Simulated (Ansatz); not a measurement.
Consider a ladder of basis sets of CuO (charge +1) (the Python package of Ansatz (0.2.0)).

The script reads `cuo.xyz`:
```text
2

Cu    0.00000    0.00000    0.00000
O     0.00000    0.00000    1.83500
```

Script `basis_cuo.py`:
```python
import ansatz as az

params = {
    "xc": "B3LYP",
    "net_charge": 1,
}

cuo = az.Crystal.molecule_from_extxyz("cuo.xyz")

job = (
    cuo.calculation()
    .functional(params["xc"])
    .charge(params["net_charge"])
    .spin("collinear", total=2)
)

energies = {}
for basis in ["STO-3G", "6-31G", "6-31G*", "def2-SVP", "def2-SVPD", "def2-TZVP", "def2-TZVPP"]:
    report = job.basis(gaussian=basis).run(threads=1).report
    size = report["n_frozen"] + report["n_occupied"][0] + report["n_virtual"][0]
    energies[basis] = (report["reference_energy_ev"] / 27.211386246, report["free_energy_ev"] / 27.211386246)
    print(f"{basis:14s} {size:4d} orbitals  reference {energies[basis][0]:14.6f} Ha  total {energies[basis][1]:14.6f} Ha")

last = energies["def2-TZVPP"][1]
for basis, (_, total) in energies.items():
    print(f"{basis:14s} lies {27.211386 * (total - last):9.4f} eV above def2-TZVPP")
```

How far does the total energy move along this ladder of basis sets?

Against STO-3G: 6-31G -19543.6 mHa, 6-31G* -19557.9 mHa, def2-SVP -19569.7 mHa, def2-SVPD -19579.4 mHa, def2-TZVP -19901.6 mHa and def2-TZVPP -19902.7 mHa. The last step alone is -1.10 mHa (these two sets differ little on atoms other than hydrogen). From the first set to the last the time grows from 25.1 to 4.1 s.

The run itself:

```console
$ python basis_cuo.py
STO-3G           23 orbitals  reference   -1695.489929 Ha  total   -1695.489929 Ha
6-31G            38 orbitals  reference   -1715.033514 Ha  total   -1715.033514 Ha
6-31G*           51 orbitals  reference   -1715.047844 Ha  total   -1715.047844 Ha
def2-SVP         45 orbitals  reference   -1715.059646 Ha  total   -1715.059646 Ha
def2-SVPD        57 orbitals  reference   -1715.069341 Ha  total   -1715.069341 Ha
def2-TZVP        76 orbitals  reference   -1715.391570 Ha  total   -1715.391570 Ha
def2-TZVPP       95 orbitals  reference   -1715.392672 Ha  total   -1715.392672 Ha
STO-3G         lies  541.5812 eV above def2-TZVPP
6-31G          lies    9.7732 eV above def2-TZVPP
6-31G*         lies    9.3832 eV above def2-TZVPP
def2-SVP       lies    9.0621 eV above def2-TZVPP
def2-SVPD      lies    8.7983 eV above def2-TZVPP
def2-TZVP      lies    0.0300 eV above def2-TZVPP
def2-TZVPP     lies    0.0000 eV above def2-TZVPP
```

Reading the output:
- The drop along the ladder measures the basis error, and is no property of the molecule.
- The geometry is a force-field or estimated start, not a minimum of this method, and the last set is no limit. Much of the fall in a total is atomic energy, which cancels in bond and reaction energies.
- The species is open-shell (spin multiplicity 3).
- The expectation value of S² is noticeably off S(S+1) in at least one run, so that state is spin-contaminated.
- b3lyp holds the VWN-RPA fit, as in Gaussian; the form of ORCA and Turbomole is b3lyp5.
- Totals across families of basis sets mostly measure their core functions.
- The spin state was assumed, and another may lie lower.
- Timing: 50 s on 1 thread of Intel(R) Xeon(R) Processor @ 2.30GHz, on a shared host, peak memory 0.29 GiB.
